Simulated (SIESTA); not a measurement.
## Bi2Te under changes of volume

One of the cells (34.673 Å³/atom); the others are scaled copies at fixed shape and fractional positions:

```
Bi Te
1.0
    -4.03445    4.03445    3.19534
     4.03445   -4.03445    3.19534
     4.03445    4.03445   -3.19534
Bi Te
4 2
Direct
  0.45247 0.62500 0.32747
  0.29753 0.12500 0.67253
  0.87500 0.54753 0.17253
  0.37500 0.70247 0.82747
  0.75000 0.25000 0.50000
  0.00000 0.00000 0.00000
```

The cell comes from a database or a generator and needn't be the stable form of this composition.

| Property | Result |
| --- | --- |
| Program | SIESTA 5.4.2 |
| Functional | PBEsol |
| Potentials or basis | PseudoDojo 0.4 standard (PBEsol files) |
| Basis | DZP (energy shift 0.003 Ry; two zetas on semicore shells) |
| Grid cutoff | 500 Ry |
| Energy shift | 0.003 Ry |
| k mesh | 6 × 6 × 6 |
| Occupations | fermi-dirac, width 0.05 eV |
| Spin | no spin polarisation |

```csv
volume (Å³/atom),energy over the lowest point (meV/atom),pressure (GPa),largest force (eV/Å)
31.954,3.14,1.4,0.036
32.634,0.00,0.2,0.012
33.314,?,?,?
34.673,17.51,-2.7,0.136
35.353,30.74,-3.5,0.173
36.033,47.02,-4.2,0.205
```

Problem. What does the run at 33.314 Å³/atom give?

Solution. Energy over the lowest point 1.70 meV/atom; pressure -0.9 GPa; largest force 0.058 eV/Å.

Worked out: A Birch-Murnaghan fit of order 3 (a polynomial in V^(-2/3)) to the other rows has its minimum at 32.72 Å³/atom with B0 = V·E''(V) = 54 GPa and B' = 4.6 at fixed shape and positions, which overstates the stiffness. It gives 1.70 meV/atom at 33.314 Å³/atom, against the run's 1.70, and -dE/dV = -0.9 GPa, against -0.9.

Energies are extrapolated to zero smearing.

Caveats: the basis of atomic orbitals isn't converged, which shifts pressures, moduli and gaps.
